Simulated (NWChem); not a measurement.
# C7H16 (2,3-dimethylpentane) at 5 levels

We compute a comparison of 5 runs (HF/STO-3G, HF/3-21G, B2PLYP/3-21G, B3LYP/6-31G*) of C7H16 (2,3-dimethylpentane). 

The results are computed with NWChem 7.3.0.

## 1. The system as given

C7H16: 23 atoms, total charge 0, spin state singlet. As SMILES, `CCC(C)C(C)C`. Geometry: relaxed at PBE0-D4/def2-TZVP. This is one conformer, not always the lowest.

Some bond lengths: C1–C2 1.521 Å, C2–C3 1.533 Å, C3–C4 1.525 Å, C3–C5 1.537 Å, C5–C6 1.524 Å, C5–C7 1.523 Å, C1–H8 1.093 Å, C1–H9 1.093 Å, C1–H10 1.092 Å, C2–H11 1.094 Å, C2–H12 1.096 Å, C3–H13 1.100 Å, C4–H14 1.094 Å, C4–H15 1.093 Å, C4–H16 1.091 Å, C5–H17 1.098 Å. Some angles: C1–C2–C3 115.3°, C2–C3–C4 110.6°, C2–C3–C5 113.4°, C4–C3–C5 112.0°, C3–C5–C6 111.8°, C3–C5–C7 112.1°, C6–C5–C7 109.5°, C1–C2–H11 109.2°, C1–C2–H12 109.0°, C3–C2–H11 109.5°.

## 2. Energy and gradient at HF/STO-3G (run 1)

Contents of struct.nw:

```
start struct
title "C7H16"
memory total 2200 mb
charge 0
geometry units atomic noautosym nocenter noautoz
  C  -1.93507955  3.69649327 -1.52293028
  C  -1.34983137  1.09944266 -2.60612130
  C  -0.81862936 -0.96735080 -0.64742017
  C  -3.19968427 -1.57168522  0.86001436
  C   1.43959336 -0.36792968  1.07827773
  C   2.02673127 -2.54961849  2.86406891
  C   3.80137307  0.30821433 -0.42178687
  H  -0.33958378  4.46221030 -0.45844756
  H  -3.56459039  3.65057293 -0.25586892
  H  -2.36688197  5.03649807 -3.03282146
  H   0.25246741  1.24835308 -3.90341828
  H  -2.94835070  0.47602201 -3.76471239
  H  -0.30802536 -2.67320658 -1.71927283
  H  -3.66285615 -0.05253439  2.18357854
  H  -4.81842367 -1.81886139 -0.39986605
  H  -3.00182995 -3.30702072  1.95473270
  H   0.92577683  1.27254157  2.24140416
  H   2.43321136 -4.27701714  1.79864133
  H   3.68798950 -2.12310730  4.01453418
  H   0.46903002 -2.95326399  4.15267316
  H   3.56024402  2.02125106 -1.54485111
  H   5.40461672  0.61586174  0.84300682
  H   4.31273296 -1.22605431 -1.71341468
end
basis spherical bse
  * library STO-3G
end
scf
  singlet
  rhf
  thresh 1e-08
  maxiter 80
end
task scf gradient
```

Command:

```bash
$ nwchem struct.nw > struct.out
```

Log:

```text
[...]
  functions       =    51
[...]
  wavefunction    = RHF
[...]
         Total SCF energy =   -271.195931870612
      One-electron energy =  -1039.787008273616
      Two-electron energy =    429.061497372115
 Nuclear repulsion energy =    339.529579030890
        Time for solution =      7.8s
[...]
                         RHF ENERGY GRADIENTS
    atom               coordinates                        gradient
                 x          y          z           x          y          z
   1 C      -1.935080   3.696493  -1.522930    0.005227  -0.023895  -0.009913
   2 C      -1.349831   1.099443  -2.606121    0.001205   0.003950   0.026321
   3 C      -0.818629  -0.967351  -0.647420   -0.007223   0.021189   0.012737
   4 C      -3.199684  -1.571685   0.860014    0.023370   0.003606  -0.014347
   5 C       1.439593  -0.367930   1.078278    0.008091  -0.021936  -0.015537
   6 C       2.026731  -2.549618   2.864069   -0.007863   0.022728  -0.014366
   7 C       3.801373   0.308214  -0.421787   -0.024021  -0.003254   0.015179
   8 H      -0.339584   4.462210  -0.458448    0.004877   0.003180   0.004028
   9 H      -3.564590   3.650573  -0.255869   -0.004951   0.000975   0.004427
  10 H      -2.366882   5.036498  -3.032821   -0.001391   0.004711  -0.002998
  11 H       0.252467   1.248353  -3.903418    0.004569  -0.000081  -0.004578
[...]
```

Run time: 9.6 s. Hardware: 1 thread of Intel Xeon 6975P-C (Granite Rapids), shared host; peak memory 0.096 GiB.

## 3. Energy and gradient at HF/3-21G (run 2)

Contents of c7h16.nw:

```
start c7h16
title "C7H16"
memory total 2200 mb
geometry noautosym nocenter noautoz
   C    -1.024000    1.956100   -0.805900
   C    -0.714300    0.581800   -1.379100
   C    -0.433200   -0.511900   -0.342600
   C    -1.693200   -0.831700    0.455100
   C     0.761800   -0.194700    0.570600
   C     1.072500   -1.349200    1.515600
   C     2.011600    0.163100   -0.223200
   H    -0.179700    2.361300   -0.242600
   H    -1.886300    1.931800   -0.135400
   H    -1.252500    2.665200   -1.604900
   H     0.133600    0.660600   -2.065600
   H    -1.560200    0.251900   -1.992200
   H    -0.163000   -1.414600   -0.909800
   H    -1.938300   -0.027800    1.155500
   H    -2.549800   -0.962500   -0.211600
   H    -1.588500   -1.750000    1.034400
   H     0.489900    0.673400    1.186100
   H     1.287600   -2.263300    0.951800
   H     1.951600   -1.123500    2.124400
   H     0.248200   -1.562800    2.197500
   H     1.884000    1.069600   -0.817500
   H     2.860000    0.325900    0.446100
   H     2.282200   -0.648800   -0.906700
end
basis spherical bse
   * library 3-21G
end
scf
   thresh 1e-08
   maxiter 80
end
task scf gradient
```

Command:

```bash
$ nwchem c7h16.nw > c7h16.out
```

Log:

```text
[...]
  functions       =    95
[...]
  wavefunction    = RHF
[...]
         Total SCF energy =   -272.883897495384
      One-electron energy =  -1040.007741527498
      Two-electron energy =    427.594240593724
 Nuclear repulsion energy =    339.529603438390
        Time for solution =     10.5s
[...]
                         RHF ENERGY GRADIENTS
    atom               coordinates                        gradient
                 x          y          z           x          y          z
   1 C      -1.935079   3.696493  -1.522930    0.003673  -0.015889  -0.008107
   2 C      -1.349831   1.099443  -2.606121   -0.000412   0.004222   0.018264
   3 C      -0.818629  -0.967351  -0.647420   -0.006695   0.014036   0.008377
   4 C      -3.199684  -1.571685   0.860014    0.014635   0.002148  -0.009528
   5 C       1.439593  -0.367930   1.078278    0.007516  -0.016479  -0.010181
   6 C       2.026731  -2.549618   2.864069   -0.004178   0.014409  -0.009211
   7 C       3.801373   0.308214  -0.421787   -0.014663  -0.002315   0.009770
   8 H      -0.339584   4.462210  -0.458448    0.004457   0.002500   0.003564
   9 H      -3.564590   3.650573  -0.255869   -0.004463   0.000407   0.004044
  10 H      -2.366882   5.036498  -3.032821   -0.001102   0.003655  -0.003345
  11 H       0.252467   1.248353  -3.903418    0.005192   0.000213  -0.004295
[...]
```

Run time: 13 s. Hardware: 1 thread of Intel Xeon 6975P-C (Granite Rapids), shared host; peak memory 0.099 GiB.

Runs 3 to 4 aren't shown in full; the table further down has their settings and results.

## 4. Energy and forces at B3LYP/6-31G(d) (Cartesian functions) (run 5)

Contents of nw.xyz:

```xyz
23
C7H16 B3LYP
C     -1.024000     1.956100    -0.805900
C     -0.714300     0.581800    -1.379100
C     -0.433200    -0.511900    -0.342600
C     -1.693200    -0.831700     0.455100
C      0.761800    -0.194700     0.570600
C      1.072500    -1.349200     1.515600
C      2.011600     0.163100    -0.223200
H     -0.179700     2.361300    -0.242600
H     -1.886300     1.931800    -0.135400
H     -1.252500     2.665200    -1.604900
H      0.133600     0.660600    -2.065600
H     -1.560200     0.251900    -1.992200
H     -0.163000    -1.414600    -0.909800
H     -1.938300    -0.027800     1.155500
H     -2.549800    -0.962500    -0.211600
H     -1.588500    -1.750000     1.034400
H      0.489900     0.673400     1.186100
H      1.287600    -2.263300     0.951800
H      1.951600    -1.123500     2.124400
H      0.248200    -1.562800     2.197500
H      1.884000     1.069600    -0.817500
H      2.860000     0.325900     0.446100
H      2.282200    -0.648800    -0.906700
```

Contents of run.py:

```python
from ase.io import read
from ase.calculators.nwchem import NWChem

molecule = read('nw.xyz')

calc = NWChem(
    label='nw',
    theory='dft',
    memory='2200 mb',
    basis='6-31G*',
    dft={'xc': 'b3lyp', 'mult': '1', 'grid': 'fine', 'convergence': 'energy 1e-08', 'iterations': '100', 'mulliken': None},
)
molecule.calc = calc

forces = molecule.get_forces()
e = molecule.get_potential_energy()
print(f"E = {e:.6f} eV")
print("forces (eV/A):")
for s, f in zip(molecule.symbols, forces):
    print(f"{s:2s} {f[0]:10.5f} {f[1]:10.5f} {f[2]:10.5f}")
print("dipole (e A):", molecule.get_dipole_moment().round(4))
```

Command:

```bash
$ export ASE_NWCHEM_COMMAND="nwchem PREFIX.nwi > PREFIX.nwo"
$ python run.py
```

Log:

```text
E = -7521.018867 eV
forces (eV/A):
C    -0.06176    0.24107    0.03718
C    -0.01368   -0.04016   -0.26225
C     0.04088   -0.16594   -0.10500
C    -0.22235   -0.08284    0.11323
C    -0.04412    0.14779    0.11884
C     0.07189   -0.16985    0.17468
C     0.23058    0.07148   -0.10634
H     0.06711    0.06495    0.05451
H    -0.08937    0.02057    0.06762
H    -0.03024    0.09467   -0.08546
H     0.05924    0.02031   -0.08613
H    -0.08716   -0.01661   -0.08526
H     0.00586   -0.09004   -0.05744
H    -0.05204    0.06016    0.07754
H    -0.11061   -0.02227   -0.04906
H    -0.01939   -0.09636    0.06366
H     0.00211    0.06999    0.06690
H     0.02787   -0.10968   -0.03029
H     0.09775    0.00159    0.08521
H    -0.06500   -0.04062    0.08623
H     0.02365    0.08449   -0.05698
H     0.11534    0.02561    0.05590
H     0.05327   -0.06834   -0.07724
dipole (e A): [-0.0024  0.0044 -0.0045]
```

The calculator wrote nw.nwi:

```
title "nw"

permanent_dir nw

scratch_dir nw

start nw

geometry units angstrom nocenter noautosym noautoz
  C  -1.0240000000000000e+00 1.9560999999999999e+00 -8.0589999999999995e-01
  C  -7.1430000000000005e-01 5.8179999999999998e-01 -1.3791000000000000e+00
  C  -4.3319999999999997e-01 -5.1190000000000002e-01 -3.4260000000000002e-01
  C  -1.6932000000000000e+00 -8.3169999999999999e-01 4.5510000000000000e-01
  C  7.6180000000000003e-01 -1.9470000000000001e-01 5.7060000000000000e-01
  C  1.0725000000000000e+00 -1.3492000000000000e+00 1.5156000000000001e+00
  C  2.0116000000000001e+00 1.6309999999999999e-01 -2.2320000000000001e-01
  H  -1.7970000000000000e-01 2.3613000000000000e+00 -2.4260000000000001e-01
  H  -1.8863000000000001e+00 1.9318000000000000e+00 -1.3539999999999999e-01
  H  -1.2524999999999999e+00 2.6652000000000000e+00 -1.6049000000000000e+00
  H  1.3360000000000000e-01 6.6059999999999997e-01 -2.0655999999999999e+00
  H  -1.5602000000000000e+00 2.5190000000000001e-01 -1.9922000000000000e+00
  H  -1.6300000000000001e-01 -1.4146000000000001e+00 -9.0980000000000005e-01
  H  -1.9382999999999999e+00 -2.7799999999999998e-02 1.1555000000000000e+00
  H  -2.5497999999999998e+00 -9.6250000000000002e-01 -2.1160000000000001e-01
  H  -1.5885000000000000e+00 -1.7500000000000000e+00 1.0344000000000000e+00
  H  4.8990000000000000e-01 6.7340000000000000e-01 1.1860999999999999e+00
  H  1.2876000000000001e+00 -2.2633000000000001e+00 9.5179999999999998e-01
  H  1.9516000000000000e+00 -1.1234999999999999e+00 2.1244000000000001e+00
  H  2.4820000000000000e-01 -1.5628000000000000e+00 2.1974999999999998e+00
  H  1.8839999999999999e+00 1.0696000000000001e+00 -8.1750000000000000e-01
  H  2.8599999999999999e+00 3.2590000000000002e-01 4.4610000000000000e-01
  H  2.2822000000000000e+00 -6.4880000000000004e-01 -9.0669999999999995e-01
end

memory 2200 mb

basis noprint
   * library 6-31G*
end

dft
  xc b3lyp
  mult 1
  grid fine
  convergence energy 1e-08
  iterations 100
  mulliken
end

task dft gradient
```

nw.nwo, shortened:

```text
[...]
         Total DFT energy =     -276.392347697739
[...]
  wavefunction    = closed shell
                         DFT ENERGY GRADIENTS
    atom               coordinates                        gradient
                 x          y          z           x          y          z
   1 C      -1.935079   3.696493  -1.522930    0.001201  -0.004688  -0.000723
   2 C      -1.349831   1.099443  -2.606121    0.000266   0.000781   0.005100
   3 C      -0.818629  -0.967351  -0.647420   -0.000795   0.003227   0.002042
[... 19 lines of this table left out ...]
  23 H       4.312733  -1.226054  -1.713415   -0.001036   0.001329   0.001502
[...]
```

Wall time 61 s (1 thread of Intel Xeon 6975P-C (Granite Rapids), shared host); peak memory 0.14 GiB.

## 5. The series

```csv
run,level,task,iteration cap,energy (Eh),dipole moment (D),HOMO energy (eV),LUMO energy (eV),wall time
1,HF/STO-3G,gradient,80,-271.195932,0.03,-10.62,15.48,9.6 s
2,HF/3-21G,gradient,80,-272.883897,0.02,-11.55,6.60,13 s
3,B2PLYP/3-21G,energy,100,-274.423089,0.02,-9.52,4.27,26 s
4,B3LYP/6-31G* (spherical functions),gradient,100,-276.387558,0.03,-8.07,2.19,59 s
5,B3LYP/6-31G* (Cartesian functions),gradient,100,-276.392348,0.03,-8.07,2.18,61 s
```

## 6. Results

| quantity | value |
| --- | --- |
| run 5: total energy | -276.39235 Eh |
| run 5: dipole moment | 0.03 D |
| run 5: HOMO energy | -8.07 eV |
| run 5: LUMO energy | 2.18 eV |
| run 5: HOMO–LUMO gap | 10.25 eV |
| run 5: largest force on an atom | 0.266 eV/Å |

What this shows: The HOMO–LUMO gap runs from 10.25 eV (B3LYP/6-31G*) to 26.10 eV (HF/STO-3G). The two ends differ in method and basis. Totals of different functionals can't be ranked against each other. In run 1 the basis is minimal, so the values are rough. All runs together took 2.8 min, the longest 61 s.
